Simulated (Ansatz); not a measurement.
# C₃H₄F₂Si: shape, modes and thermochemistry

What shape does C₃H₄F₂Si take? The plan is to relax it, then compute its harmonic vibrations to see whether it is a minimum and to get the zero-point energy and entropy, and look at its orbitals and charge.

Computed with Ansatz 0.2.0, Gaussian basis. Level: RKS PBE0-D4/def2-TZVP.

The runs, in order: relaxation at PBE-D4/def2-SVP; relaxation at PBE0-D4/def2-TZVP; harmonic vibrations at the same level; a single point in def2-TZVPP for the fields.

## (1) The system as given

SMILES `C=C=C(F)[SiH2]F`, 10 atoms, charge 0, spin multiplicity 1.

Atoms are counted from 1 here; the program's logs count them from 0.

Bond lengths: C1–C2 1.289 Å, C1–H7 1.046 Å, C1–H8 1.106 Å, C2–C3 1.286 Å, C3–F4 1.438 Å, C3–Si5 1.806 Å, Si5–F6 1.632 Å, Si5–H9 1.475 Å, Si5–H10 1.460 Å. Angles: C2–C1–H7 122.7°, C2–C1–H8 116.5°, H7–C1–H8 120.6°, C1–C2–C3 176.9°, C2–C3–F4 119.8°, C2–C3–Si5 123.3°, F4–C3–Si5 116.9°, C3–Si5–F6 109.4°, C3–Si5–H9 112.8°, C3–Si5–H10 111.0°, F6–Si5–H9 105.6°, F6–Si5–H10 107.1°, H9–Si5–H10 110.5°.

As a file:

```
C    -1.1449   -1.5857    1.0471
C    -0.2481   -0.9092    0.4142
C     0.6876   -0.2904   -0.2153
F     1.9416   -0.9499   -0.4591
Si    0.5379    1.4170   -0.7854
F     0.1332    2.3758    0.4722
H    -1.3836   -2.5746    0.8042
H    -1.7257   -1.0391    1.8130
H     1.8066    1.9600   -1.3065
H    -0.5215    1.5448   -1.7816
```

The start is a force-field geometry with small random shifts, so a cheaper pass at PBE-D4/def2-SVP comes first.

## (2) Relaxation at PBE-D4/def2-SVP (cheap first pass)

in.yaml reads:

```yaml
crystal:
  periodic: [false, false, false]
  atoms:
    - {symbol: C, position_ang: [-1.144900, -1.585700, 1.047100]}
    - {symbol: C, position_ang: [-0.248100, -0.909200, 0.414200]}
    - {symbol: C, position_ang: [0.687600, -0.290400, -0.215300]}
    - {symbol: F, position_ang: [1.941600, -0.949900, -0.459100]}
    - {symbol: Si, position_ang: [0.537900, 1.417000, -0.785400]}
    - {symbol: F, position_ang: [0.133200, 2.375800, 0.472200]}
    - {symbol: H, position_ang: [-1.383600, -2.574600, 0.804200]}
    - {symbol: H, position_ang: [-1.725700, -1.039100, 1.813000]}
    - {symbol: H, position_ang: [1.806600, 1.960000, -1.306500]}
    - {symbol: H, position_ang: [-0.521500, 1.544800, -1.781600]}
basis:
  gaussian: {orbitals: def2-SVP}
hamiltonian: {xc: pbe, dispersion: d4}
relax: {f_tol: 0.03, max_steps: 200}
```

The run is started by

```bash
$ ansatz run in.yaml --threads 4 --pin off --events-out ev --progress --plain --max-ram 10444MiB
```

What it wrote, shortened:

```text
Functional definition: PBE
  name "PBE"
  cite "Perdew, Burke & Ernzerhof, Phys. Rev. Lett. 77, 3865 (1996) doi:10.1103/PhysRevLett.77.3865"
  parent pbe
[...]
1198 factors; their error is unknown
[...]
mean field -16463.35243874 eV, -605.0170428626 hartree, gradient 1.9e-5 eV, S^2 0.000000; 0 other end points of the search recorded, 0 dependent functions left out
[...]
reference -16463.35247375 eV, -605.0170441493 hartree; 27, 27 occupied and 81, 81 virtual orbitals, 1198 factors
relax step   1: F+E_penalty+E_count = -16463.55729995 eV  Δ(F+E_penalty+E_count) = +0.000e0 eV  max|allowed force component| = 2.970e0 eV/Å  Δτ_max = 0.0000 Å  (30 SCF iters, accepted)
[...]
relax step   5: F+E_penalty+E_count = -16464.56049730 eV  Δ(F+E_penalty+E_count) = -3.537e-2 eV  max|allowed force component| = 9.406e-1 eV/Å  Δτ_max = 0.1951 Å  (28 SCF iters, accepted)
[...]
relax step   9: F+E_penalty+E_count = -16464.63905372 eV  Δ(F+E_penalty+E_count) = -1.839e-2 eV  max|allowed force component| = 2.189e-1 eV/Å  Δτ_max = 0.0299 Å  (31 SCF iters, accepted)
[...]
relax step  13: F+E_penalty+E_count = -16464.66010987 eV  Δ(F+E_penalty+E_count) = -5.844e-3 eV  max|allowed force component| = 1.709e-1 eV/Å  Δτ_max = 0.0511 Å  (30 SCF iters, accepted)
[...]
relax step  16: F+E_penalty+E_count = -16464.66263798 eV  Δ(F+E_penalty+E_count) = -4.588e-4 eV  max|allowed force component| = 4.460e-2 eV/Å  Δτ_max = 0.0184 Å  (32 SCF iters, accepted)
[...]
relax step  17: F+E_penalty+E_count = -16464.66286263 eV  Δ(F+E_penalty+E_count) = -2.246e-4 eV  max|allowed force component| = 2.982e-2 eV/Å  Δτ_max = 0.0195 Å  (32 SCF iters, accepted)
1198 factors; their error is unknown
mean field -16464.46083272 eV, -605.0577755901 hartree, gradient 1.7e-5 eV, S^2 0.000000; 1 other end points of the search recorded, 0 dependent functions left out
[...]
reference -16464.46086700 eV, -605.0577768499 hartree; 27, 27 occupied and 81, 81 virtual orbitals, 1198 factors
Total energy: -16464.66289691 eV, -605.0652013120 hartree
Atom 0 at    -1.213574    -1.664252     0.851194 Å, force    -0.003898     0.002266     0.001907 eV/Å
Atom 1 at    -0.163740    -0.951052     0.501363 Å, force     0.024785    -0.020822     0.008376 eV/Å
Atom 2 at     0.831208    -0.169916     0.108243 Å, force    -0.017909     0.029820    -0.008684 eV/Å
Atom 3 at     2.137493    -0.487797     0.342275 Å, force    -0.014006    -0.009060     0.007970 eV/Å
Atom 4 at     0.510002     1.441046    -0.806379 Å, force     0.004683     0.007403    -0.003081 eV/Å
Atom 5 at     0.839883     2.724948     0.160976 Å, force     0.001114    -0.009048    -0.003390 eV/Å
Atom 6 at    -1.637973    -2.434816     0.182883 Å, force    -0.002270     0.003432    -0.001780 eV/Å
Atom 7 at    -1.704351    -1.523812     1.831033 Å, force     0.003256    -0.005762     0.001479 eV/Å
Atom 8 at     1.424197     1.533205    -1.991401 Å, force    -0.001327     0.001931    -0.001831 eV/Å
Atom 9 at    -0.940046     1.481148    -1.177386 Å, force     0.005572    -0.000161    -0.000967 eV/Å
Dipole moment:    -0.404103    -0.276926    -0.117556 e Å
```

Wall time 19 s (4 threads of Arm Neoverse V1, shared host).

Step by step:

| step | energy from step 1 (eV) | largest force component (eV/Å) |
| --- | --- | --- |
| 1 | 0.0000 | 2.9696 |
| 2 | -0.6621 | 1.9840 |
| 3 | -0.8526 | 1.7050 |
| 4 | -0.9678 | 1.3735 |
| 5 | -1.0032 | 0.9406 |
| 6 | -1.0454 | 0.3440 |
| 7 | -1.0525 | 0.4303 |
| 8 | -1.0634 | 0.5146 |
| 9 | -1.0818 | 0.2189 |
| 10 | -1.0958 | 0.0956 |
| 11 | -1.0964 | 0.2572 |
| 12 | -1.0970 | 0.1488 |
| 13 | -1.1028 | 0.1709 |
| 14 | -1.1049 | 0.0733 |
| 15 | -1.1042 | 0.1026 |
| 16 | -1.1053 | 0.0446 |
| 17 | -1.1056 | 0.0298 |

Close pairs (by a distance rule), those that changed most:

| bond | before (Å) | after (Å) | change (Å) |
| --- | --- | --- | --- |
| C3–Si5 | 1.806 | 1.880 | +0.074 |
| C3–F4 | 1.438 | 1.365 | -0.073 |
| C1–H7 | 1.046 | 1.105 | +0.059 |
| C2–C3 | 1.286 | 1.325 | +0.038 |
| Si5–H10 | 1.460 | 1.497 | +0.037 |
| C1–C2 | 1.289 | 1.317 | +0.027 |
| Si5–H9 | 1.475 | 1.500 | +0.024 |
| Si5–F6 | 1.632 | 1.641 | +0.009 |

## (3) Optimising with PBE0-D4/def2-TZVP

in.yaml reads:

```yaml
crystal:
  periodic: [false, false, false]
  atoms:
    - {symbol: C, position_ang: [-1.213574, -1.664252, 0.851194]}
    - {symbol: C, position_ang: [-0.163740, -0.951052, 0.501363]}
    - {symbol: C, position_ang: [0.831208, -0.169916, 0.108243]}
    - {symbol: F, position_ang: [2.137493, -0.487797, 0.342275]}
    - {symbol: Si, position_ang: [0.510002, 1.441046, -0.806379]}
    - {symbol: F, position_ang: [0.839883, 2.724948, 0.160976]}
    - {symbol: H, position_ang: [-1.637973, -2.434816, 0.182883]}
    - {symbol: H, position_ang: [-1.704351, -1.523812, 1.831033]}
    - {symbol: H, position_ang: [1.424197, 1.533205, -1.991401]}
    - {symbol: H, position_ang: [-0.940046, 1.481148, -1.177386]}
basis:
  gaussian: {orbitals: def2-TZVP}
hamiltonian: {xc: pbe0, dispersion: d4}
relax: {f_tol: 0.005, max_steps: 150}
```

The command is unchanged.

What it wrote, shortened:

```text
Functional definition: PBE0
  name "PBE0"
  cite "Adamo & Barone, J. Chem. Phys. 110, 6158 (1999) doi:10.1063/1.478522"
  cite "Perdew, Burke & Ernzerhof, Phys. Rev. Lett. 77, 3865 (1996) doi:10.1103/PhysRevLett.77.3865"
  parent pbe
[...]
1296 factors; their error is unknown
[...]
mean field -16478.48626793 eV, -605.5732008271 hartree, gradient 5.9e-5 eV, S^2 0.000000; 0 other end points of the search recorded, 0 dependent functions left out
[...]
reference -16478.48629918 eV, -605.5732019755 hartree; 27, 27 occupied and 189, 189 virtual orbitals, 1296 factors
relax step   1: F+E_penalty+E_count = -16478.65761750 eV  Δ(F+E_penalty+E_count) = +0.000e0 eV  max|allowed force component| = 1.036e0 eV/Å  Δτ_max = 0.0000 Å  (29 SCF iters, accepted)
[...]
Atom 0 at    -1.195783    -1.658607     0.823925 Å, force     0.001228     0.000243    -0.002511 eV/Å
Atom 1 at    -0.167856    -0.934513     0.499282 Å, force    -0.002950     0.001093     0.000837 eV/Å
Atom 2 at     0.807539    -0.144944     0.139991 Å, force     0.000446    -0.002175     0.002460 eV/Å
Atom 3 at     2.096152    -0.472018     0.412290 Å, force    -0.001588     0.002304    -0.001649 eV/Å
Atom 4 at     0.504661     1.434482    -0.796115 Å, force     0.000257    -0.003417     0.003311 eV/Å
Atom 5 at     0.906225     2.694313     0.101036 Å, force     0.000190    -0.000226    -0.000963 eV/Å
Atom 6 at    -1.583975    -2.419331     0.153414 Å, force     0.000651     0.000028    -0.000777 eV/Å
Atom 7 at    -1.692019    -1.533083     1.781582 Å, force     0.001263     0.001063     0.000889 eV/Å
Atom 8 at     1.348539     1.478185    -2.012089 Å, force     0.000498     0.000749    -0.001450 eV/Å
Atom 9 at    -0.940385     1.504218    -1.100514 Å, force     0.000006     0.000337    -0.000149 eV/Å
Dipole moment:    -0.460289    -0.285710    -0.122895 e Å
```

Wall time 58 s (4 threads of Arm Neoverse V1, shared host); peak memory 0.56 GiB.

Step by step: (the energy doesn't fall at every step)

| step | energy from step 1 (eV) | largest force component (eV/Å) |
| --- | --- | --- |
| 1 | 0.0000 | 1.0362 |
| 2 | -0.0669 | 0.6090 |
| 3 | -0.0235 | 0.7588 |
| 4 | -0.0727 | 0.3804 |
| 5 | -0.0701 | 0.3748 |
| 6 | -0.0798 | 0.2014 |
| 7 | -0.0800 | 0.1584 |
| 8 | -0.0799 | 0.1492 |
| 9 | -0.0820 | 0.0699 |
| 10 | -0.0829 | 0.0739 |
| 11 | -0.0829 | 0.0273 |
| 12 | -0.0830 | 0.0153 |
| 13 | -0.0830 | 0.0216 |
| 14 | -0.0830 | 0.0226 |
| 15 | -0.0830 | 0.0204 |
| 16 | -0.0831 | 0.0034 |

Distances of close pairs at the start and the end, largest changes first:

| bond | before (Å) | after (Å) | change (Å) |
| --- | --- | --- | --- |
| Si5–F6 | 1.641 | 1.598 | -0.043 |
| C3–Si5 | 1.880 | 1.861 | -0.019 |
| C2–C3 | 1.325 | 1.305 | -0.019 |
| C1–H8 | 1.105 | 1.086 | -0.019 |
| C1–H7 | 1.105 | 1.086 | -0.019 |
| Si5–H10 | 1.497 | 1.478 | -0.019 |
| Si5–H9 | 1.500 | 1.481 | -0.019 |
| C1–C2 | 1.317 | 1.299 | -0.018 |

Mulliken charges of the relaxed molecule (report file):

| atom | value (e) |
| --- | --- |
| C1 | -0.25 |
| C2 | 0.01 |
| C3 | 0.01 |
| F4 | -0.19 |
| Si5 | 0.46 |
| F6 | -0.31 |
| H7 | 0.16 |
| H8 | 0.16 |
| H9 | -0.03 |
| H10 | -0.03 |

## (4) Vibrations by finite differences

in.yaml reads:

```yaml
crystal:
  periodic: [false, false, false]
  atoms:
    - {symbol: C, position_ang: [-1.195783, -1.658607, 0.823925]}
    - {symbol: C, position_ang: [-0.167856, -0.934513, 0.499282]}
    - {symbol: C, position_ang: [0.807539, -0.144944, 0.139991]}
    - {symbol: F, position_ang: [2.096152, -0.472018, 0.412290]}
    - {symbol: Si, position_ang: [0.504661, 1.434482, -0.796115]}
    - {symbol: F, position_ang: [0.906225, 2.694313, 0.101036]}
    - {symbol: H, position_ang: [-1.583975, -2.419331, 0.153414]}
    - {symbol: H, position_ang: [-1.692019, -1.533083, 1.781582]}
    - {symbol: H, position_ang: [1.348539, 1.478185, -2.012089]}
    - {symbol: H, position_ang: [-0.940385, 1.504218, -1.100514]}
basis:
  gaussian: {orbitals: def2-TZVP}
hamiltonian: {xc: pbe0, dispersion: d4}
phonons: {temperatures: {t_min: 298.15, t_max: 900, t_step: 200}}
```

Launched as before.

What it wrote, shortened:

```text
Functional definition: PBE0
  name "PBE0"
  cite "Adamo & Barone, J. Chem. Phys. 110, 6158 (1999) doi:10.1063/1.478522"
  cite "Perdew, Burke & Ernzerhof, Phys. Rev. Lett. 77, 3865 (1996) doi:10.1103/PhysRevLett.77.3865"
  parent pbe
[...]
1296 factors; their error is unknown
[...]
mean field -16478.56788243 eV, -605.5762001048 hartree, gradient 6.4e-5 eV, S^2 0.000000; 0 other end points of the search recorded, 0 dependent functions left out
[...]
reference -16478.56791348 eV, -605.5762012460 hartree; 27, 27 occupied and 189, 189 virtual orbitals, 1296 factors
[...]
1296 factors; their error is unknown
mean field -16478.56768174 eV, -605.5761927297 hartree, gradient 2.9e-6 eV, S^2 0.000000; 0 other end points of the search recorded, 0 dependent functions left out
[...]
reference -16478.56771279 eV, -605.5761938708 hartree; 27, 27 occupied and 189, 189 virtual orbitals, 1296 factors
[...]
Atom 2 at     0.807539    -0.144944     0.139991 Å, force     0.000399    -0.002152     0.002487 eV/Å
Atom 3 at     2.096152    -0.472018     0.412290 Å, force    -0.001497     0.002264    -0.001653 eV/Å
Atom 4 at     0.504661     1.434482    -0.796115 Å, force     0.000214    -0.003386     0.003261 eV/Å
Atom 5 at     0.906225     2.694313     0.101036 Å, force     0.000221    -0.000174    -0.000939 eV/Å
Atom 6 at    -1.583975    -2.419331     0.153414 Å, force     0.000651     0.000048    -0.000759 eV/Å
Atom 7 at    -1.692019    -1.533083     1.781582 Å, force     0.001256     0.001057     0.000906 eV/Å
Atom 8 at     1.348539     1.478185    -2.012089 Å, force     0.000493     0.000733    -0.001444 eV/Å
Atom 9 at    -0.940385     1.504218    -1.100514 Å, force     0.000015     0.000312    -0.000159 eV/Å
Dipole moment:    -0.460290    -0.285711    -0.122893 e Å
Vibrations: 53.93 128.27 154.74 252.99 304.25 441.26 501.84 627.08 658.58 678.77 746.01 869.29 910.60 918.82 945.90 1007.55 1137.67 1259.39 1463.97 2058.12 2255.67 2273.00 3140.23 3219.62 cm⁻¹, zero-point energy 1.612264 eV
```

Run time: 2.6 min. Hardware: 4 threads of Arm Neoverse V1, shared host; peak memory 0.58 GiB.

Motions are named by where the mode's potential energy lies. Wavenumbers, unscaled:

| mode | cm⁻¹ | motion |
| --- | --- | --- |
| 1 | 54 | torsion |
| 2 | 128 | bend |
| 3 | 155 | bend with torsion |
| 4 | 253 | bend |
| 5 | 304 | bend |
| 6 | 441 | bend with torsion |
| 7 | 502 | bend with Si–C stretch |
| 8 | 627 | bend with wag or twist |
| 9 | 659 | not assigned (largely outside the bonds, angles and torsions drawn) |
| 10 | 679 | bend |
| 11 | 746 | bend |
| 12 | 869 | Si–F stretch with bend |
| 13 | 911 | bend with Si–F stretch |
| 14 | 919 | out-of-plane bend |
| 15 | 946 | bend with wag or twist |
| 16 | 1008 | bend |
| 17 | 1138 | C–F and Si–C stretch |
| 18 | 1259 | C–C stretch with bend |
| 19 | 1464 | bend |
| 20 | 2058 | C–C stretch |
| 21 | 2256 | Si–H stretch |
| 22 | 2273 | Si–H stretch |
| 23 | 3140 | C–H stretch |
| 24 | 3220 | C–H stretch |

Ideal gas, rigid rotor and harmonic oscillator at 298.15 K and 1 bar, with symmetry number 1:

| term | value |
| --- | --- |
| zero-point energy | 37.2 kcal/mol |
| H(298) − E | 42.3 kcal/mol |
| entropy, translation | 167.0 J/(mol K) |
| entropy, rotation | 116.1 J/(mol K) |
| entropy, vibration | 70.8 J/(mol K) |
| entropy, total | 353.9 J/(mol K) |

## (5) Fields at the relaxed geometry

in.yaml: that of step 4 with these lines changed.

```diff
@@ -14,4 +14,4 @@
 basis:
-  gaussian: {orbitals: def2-TZVP}
+  gaussian: {orbitals: def2-TZVPP}
 hamiltonian: {xc: pbe0, dispersion: d4}
-phonons: {temperatures: {t_min: 298.15, t_max: 900, t_step: 200}}
+output: {orbitals: {seedname: orbitals}}
```

Launched as before.

What it wrote:

```text
Functional definition: PBE0
  name "PBE0"
  cite "Adamo & Barone, J. Chem. Phys. 110, 6158 (1999) doi:10.1063/1.478522"
  cite "Perdew, Burke & Ernzerhof, Phys. Rev. Lett. 77, 3865 (1996) doi:10.1103/PhysRevLett.77.3865"
  parent pbe
  parameter a = 0.25
  parameter kappa = 0.804
  parameter beta = 0.06672455060314922
  exchange = (1 - a)*pbe_x(kappa = kappa, mu = beta*pi^2/3) + a*exact_x
  correlation = pbe_c(beta = beta)
1379 factors; their error is unknown
mean field evaluation 1: about -16472.9592 eV, gradient 5.3e1 eV
mean field evaluation 2: about -16470.5416 eV, gradient 6.3e1 eV
mean field evaluation 4: about -16478.5311 eV, gradient 3.3e0 eV
mean field evaluation 8: about -16478.5963 eV, gradient 4.2e-1 eV
mean field evaluation 16: about -16478.5965 eV, gradient 3.3e-5 eV
mean field -16478.59648007 eV, -605.5772510487 hartree, gradient 3.3e-5 eV, S^2 0.000000; 0 other end points of the search recorded, 0 dependent functions left out
reference -16478.59651095 eV, -605.5772521834 hartree; 27, 27 occupied and 226, 226 virtual orbitals, 1379 factors
Total energy: -16478.76932217 eV, -605.5836028789 hartree
```

It took 2.9 s on 4 threads of Arm Neoverse V1, shared host; peak memory 0.61 GiB.

The fields below are evaluated on a grid from the run's orbitals.

Frontier orbitals at PBE0-D4/def2-TZVPP, with the share of their density that lies nearest to each atom:

| orbital | energy (eV) | lies on |
| --- | --- | --- |
| HOMO-1 | -8.50 | C1, C2 about 34 % each; C3 8 % |
| HOMO | -7.89 | C2, C3 about 35 % each; F4 14 % |
| LUMO | -1.05 | C1, C2 about 25 % each; C3 12 %; F4 10 % |

ELF in a plane through or near 6 of the atoms.

Values, 10 rows by 14 columns:
```
0.00 0.00 0.00 0.00 0.00 0.00 0.00 0.00 0.00 0.00 0.00 0.00 0.00 0.00
0.00 0.00 0.00 0.00 0.00 0.01 0.01 0.00 0.00 0.00 0.00 0.00 0.00 0.00
0.00 0.00 0.00 0.01 0.89 1.00 0.99 0.10 0.00 0.00 0.00 0.00 0.00 0.00
0.00 0.00 0.00 0.02 0.81 1.00 1.00 0.05 0.13 0.31 0.16 0.03 0.00 0.00
0.00 0.00 0.01 0.11 0.08 0.13 0.45 0.07 0.77 0.67 0.64 0.34 0.01 0.00
0.00 0.00 0.02 0.15 0.07 0.18 0.91 0.72 0.38 0.72 0.40 0.41 0.02 0.00
0.00 0.00 0.00 0.03 0.03 0.12 0.49 0.37 0.52 0.80 0.59 0.18 0.01 0.00
0.00 0.00 0.00 0.00 0.07 0.71 0.55 0.79 0.05 0.05 0.08 0.01 0.00 0.00
0.00 0.00 0.00 0.00 0.01 0.10 0.26 0.24 0.03 0.00 0.00 0.00 0.00 0.00
0.00 0.00 0.00 0.00 0.00 0.00 0.00 0.00 0.00 0.00 0.00 0.00 0.00 0.00
```
The map spans 10.6 Å across and 9.4 Å up, centred on the molecule. Atoms in the plane (x, y in Å): C1 (2.2, 0.2), C2 (1.0, -0.4), C3 (-0.2, -0.8), F4 (-0.5, -2.1), Si5 (-1.7, 0.4), H10 (-1.2, 1.7).

On the surface of density 0.002 e/bohr³ the electrostatic potential runs, from the 1st to the 99th percentile, from -0.91 V near F6 to 1.38 V near H7.

## (6) Outcome

```
                  quantity            value
               point group               C1
                     steps          17 + 16
shift from the start (rms)          0.663 Å
              total energy   -16478.7407 eV
           dispersion term         -173 meV
             dipole moment           2.67 D
lowest, highest wavenumber    54, 3220 cm⁻¹
         zero-point energy    37.2 kcal/mol
       entropy at 298.15 K  353.9 J/(mol K)
                HOMO, LUMO  -7.89, -1.05 eV
```

The relaxed geometry lies 0.66 Å (rms) from the start; the bond that changed most is C3–F4, from 1.438 to 1.357 Å. All wavenumbers are real, so the end point is a minimum. The stiffest mode, 3220 cm⁻¹, is a C–H stretch, and 3 modes under 200 cm⁻¹ make the vibrational entropy uncertain. Harmonic hybrid wavenumbers usually lie a few per cent above measured fundamentals. The largest Mulliken charge, +0.46 e, sits on Si5. The HOMO lies mostly on C2, C3 about 35 % each; F4 14 % and the LUMO on C1, C2 about 25 % each; C3 12 %.
